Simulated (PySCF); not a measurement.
# GeI: from the state search to spectroscopic constants

One table from this session's results is given with a row withheld; the runs are named, their logs left out.

Computed with PySCF 2.14.0. Level: Ge def2-TZVPP, I def2-TZVPP with ECP28, scalar-relativistic core potentials.

Set-up of the first run:

A driver script around PySCF takes these settings:

* atoms: Ge, I
* charge: 0
* basis: Ge def2-TZVPP, I def2-TZVPP with ECP28
* Hamiltonian: scalar-relativistic core potentials
* basis functions: 98
* electrons treated: 57
* masses in u: 73.9212, 126.9045
* levels: PBE0, PBE, r²SCAN, M06-L, r²SCANh, B2PLYP, PBEsol, ωB97M-V, HF, MP2, SCS-MP2, CCSD, CCSD(T)
* grid: 80 radial by 434 angular points
* occupations: held fixed by the projection of orbital angular momentum
* dissociation limit: Ge + I, each in its ground configuration
* starting distance in angstrom: 2.470
* values of 2S to try: 1, 3

Started as:

```bash
> OMP_NUM_THREADS=2 python dia.py task.json out
```

Among the steps run: Input; The PBE0 curve of the state that the search chose; Excited determinants; PBE (GGA); r²SCAN; M06-L; r²SCANh; B2PLYP (double hybrid); PBEsol; ωB97M-V (range-separated hybrid); UHF (mean field); MP2 and coupled cluster.

One of the session's tables, all rows but one given; the rest of the session is left out.

| level | Re (Å) | ωe (cm⁻¹) | De (eV) |
| --- | --- | --- | --- |
| UHF | 2.566 | 233.9 | 1.86 |
| UHF-MP2 | 2.506 | 252.4 | 3.11 |
| UHF-SCS-MP2 | 2.521 | 246.8 | 2.97 |
| UHF-CCSD | 2.523 | 246.9 | 2.81 |
| UHF-CCSD(T) | 2.524 | 246.1 | 2.98 |
| PBE | 2.546 | 235.2 | 3.36 |
| PBEsol | ? | ? | ? |
| r²SCAN | 2.525 | 243.3 | 3.26 |
| M06-L | 2.538 | 237.0 | 3.32 |
| r²SCANh | 2.520 | 245.5 | 3.20 |
| PBE0 | 2.526 | 243.9 | 3.19 |
| ωB97M-V | 2.523 | 245.5 | 3.04 |
| B2PLYP | 2.537 | 239.8 | 3.10 |

**Question.** Estimate the row for PBEsol.

**Answer.** Re (Å): 2.520; ωe (cm⁻¹): 243.4; De (eV): 3.60.
